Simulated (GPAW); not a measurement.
InSe2:

```
CELL_PARAMETERS angstrom
3.89489 0.00000 0.00000
0.00000 3.89489 0.00000
0.00000 0.00000 9.62623
ATOMIC_POSITIONS crystal
In 0.50000 0.00000 0.29353
In 0.00000 0.50000 0.70647
Se 0.50000 0.50000 0.00000
Se 0.00000 0.00000 0.00000
Se 0.50000 0.00000 0.63379
Se 0.00000 0.50000 0.36621
```

The cell comes from a database or a generator and needn't be the stable form of this composition.

| Quantity | Value |
| --- | --- |
| Program | GPAW 26.7.0 |
| Task | relaxation of cell and atoms |
| Functional | PBEsol |
| Dispersion | D3(BJ) |
| Potentials or basis | PAW data sets generated in the run's folder for this functional |
| Cutoff | 600 eV |
| Basis | pw |
| k mesh | 5 × 5 × 2 |
| Occupations | fermi-dirac, width 0.05 eV |
| Spin | no spin polarisation |

At the start: pressure -6.0 GPa; volume 24.34 Å³/atom.

Problem. How do energy, volume and symmetry change on relaxing?

Solution. Over 19 steps the energy falls by 55.6 meV/atom and the volume is 21.62 Å³/atom (-11.2 %); space group P4/nmm (No. 129, to 0.05 Å).

Step by step:
| step | energy change (eV) | largest force (eV/Å) | pressure (GPa) | volume (Å³) |
| --- | --- | --- | --- | --- |
| 1 | 0.0000 | 0.0730 | -6.00 | 146.03 |
| 2 | -0.0353 | 0.0780 | -5.68 | 145.08 |
| 3 | -0.2719 | 0.1901 | 0.31 | 132.14 |
| 4 | -0.2770 | 0.1567 | -0.23 | 132.93 |
| 5 | -0.2859 | 0.1041 | -0.67 | 133.35 |
| 6 | -0.3042 | 0.0199 | -1.04 | 133.05 |
| 7 | -0.3155 | 0.1087 | -0.74 | 131.73 |
| 8 | -0.3189 | 0.1256 | -0.26 | 130.71 |
| 9 | -0.3203 | 0.1099 | 0.06 | 130.19 |
| 10 | -0.3217 | 0.0824 | 0.28 | 129.82 |
| 11 | -0.3246 | 0.0527 | 0.50 | 129.38 |
| 12 | -0.3278 | 0.0480 | 0.48 | 129.22 |
| 13 | -0.3296 | 0.0792 | 0.24 | 129.44 |
| 14 | -0.3303 | 0.0786 | 0.04 | 129.68 |
| 15 | -0.3309 | 0.0712 | -0.11 | 129.87 |
| 16 | -0.3318 | 0.0679 | -0.24 | 130.04 |
| 17 | -0.3328 | 0.0479 | -0.30 | 130.09 |
| 18 | -0.3334 | 0.0182 | -0.19 | 129.92 |
| 19 | -0.3335 | 0.0074 | -0.05 | 129.73 |

Final structure:
```yaml
crystal:
  lattice:
    - [3.80370, 0.00000, 0.00000]
    - [0.00000, 3.80370, 0.00000]
    - [0.00000, 0.00000, 8.96683]
  atoms:
    - { symbol: In, position: [0.50000, 0.00000, 0.29654] }
    - { symbol: In, position: [0.00000, 0.50000, 0.70346] }
    - { symbol: Se, position: [0.50000, 0.50000, 0.00000] }
    - { symbol: Se, position: [0.00000, 0.00000, 0.00000] }
    - { symbol: Se, position: [0.50000, 0.00000, 0.63010] }
    - { symbol: Se, position: [0.00000, 0.50000, 0.36990] }
```

Caveat: later steps reuse the first step's grids; pairwise dispersion overbinds metals, which lowers pressure and volume.
